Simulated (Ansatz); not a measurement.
# CH₆BCl₂N: basis-set convergence

The task here is to estimate one member of a computed series from the others.

Method: one geometry, several basis sets; program: Ansatz 0.2.0, Gaussian basis.

Levels to be run: PBE0-D4/def2-SVP; ωB97M-V/def2-SVP; PBE0-D4/def2-QZVPP; ωB97M-V/def2-QZVPP; the functionals' def2-TZVPP values are taken from earlier runs.

## Structure used throughout

The geometry comes from an earlier relaxation with PBE0-D4 in a triple-zeta def2 set; it is a stationary point, not always the lowest conformer.

11 atoms, charge 0, spin multiplicity 1.

Atoms are counted from 1 here; the program's logs count them from 0.

Bond lengths: C1–B2 1.585 Å, C1–H6 1.092 Å, C1–H7 1.095 Å, C1–H8 1.095 Å, B2–N3 1.625 Å, B2–Cl4 1.853 Å, B2–Cl5 1.853 Å, N3–H9 1.017 Å, N3–H10 1.017 Å, N3–H11 1.017 Å. Angles: B2–C1–H6 109.7°, B2–C1–H7 112.3°, B2–C1–H8 112.3°, H6–C1–H7 106.9°, H6–C1–H8 106.9°, H7–C1–H8 108.4°, C1–B2–N3 109.8°, C1–B2–Cl4 113.8°, C1–B2–Cl5 113.8°, N3–B2–Cl4 103.0°, N3–B2–Cl5 103.0°, Cl4–B2–Cl5 112.2°, B2–N3–H9 109.0°, B2–N3–H10 110.6°, B2–N3–H11 110.6°, H9–N3–H10 108.6°, H9–N3–H11 108.6°, H10–N3–H11 109.6°.

The first run:

Contents of in.yaml:

```yaml
crystal:
  periodic: [false, false, false]
  atoms:
    - {symbol: C, position_ang: [-1.212377, 0.255358, 0.570848]}
    - {symbol: B, position_ang: [0.011033, 0.415546, -0.424828]}
    - {symbol: N, position_ang: [1.148017, -0.694845, -0.083508]}
    - {symbol: Cl, position_ang: [-0.410789, 0.052032, -2.192188]}
    - {symbol: Cl, position_ang: [0.922468, 2.018010, -0.237700]}
    - {symbol: H, position_ang: [-1.975204, 1.001631, 0.340542]}
    - {symbol: H, position_ang: [-0.920395, 0.409158, 1.615262]}
    - {symbol: H, position_ang: [-1.690512, -0.726450, 0.486297]}
    - {symbol: H, position_ang: [1.926261, -0.581347, -0.728665]}
    - {symbol: H, position_ang: [1.493502, -0.572180, 0.865018]}
    - {symbol: H, position_ang: [0.773294, -1.634114, -0.190578]}
basis:
  gaussian: {orbitals: def2-SVP}
hamiltonian: {xc: pbe0, dispersion: d4}
output: {orbitals: {seedname: orbitals}}
```

Started as:

```sh
ansatz run in.yaml --threads 4 --pin off --events-out ev --progress --plain --max-ram 10444MiB
```

Steps of the session up to this table: PBE0-D4 in def2-SVP; ωB97M-V in def2-SVP; PBE0-D4 in def2-QZVPP; ωB97M-V in def2-QZVPP.

One table of the session follows, with a row left open; its other results are not shown here.

```
functional       basis  HOMO (eV)  LUMO (eV)
   PBE0-D4    def2-SVP      -7.50       0.41
   PBE0-D4  def2-TZVPP      -7.83      -0.19
   PBE0-D4  def2-QZVPP          ?          ?
   ωB97M-V    def2-SVP      -9.72       2.01
   ωB97M-V  def2-TZVPP     -10.09       1.21
   ωB97M-V  def2-QZVPP     -10.16       0.74
```

**Question.** Estimate the row for PBE0-D4, def2-QZVPP.

The run gave: HOMO (eV): -7.88; LUMO (eV): -0.47. In the column «HOMO (eV)» it lies between ωB97M-V, def2-SVP (-9.72) and PBE0-D4, def2-TZVPP (-7.83).
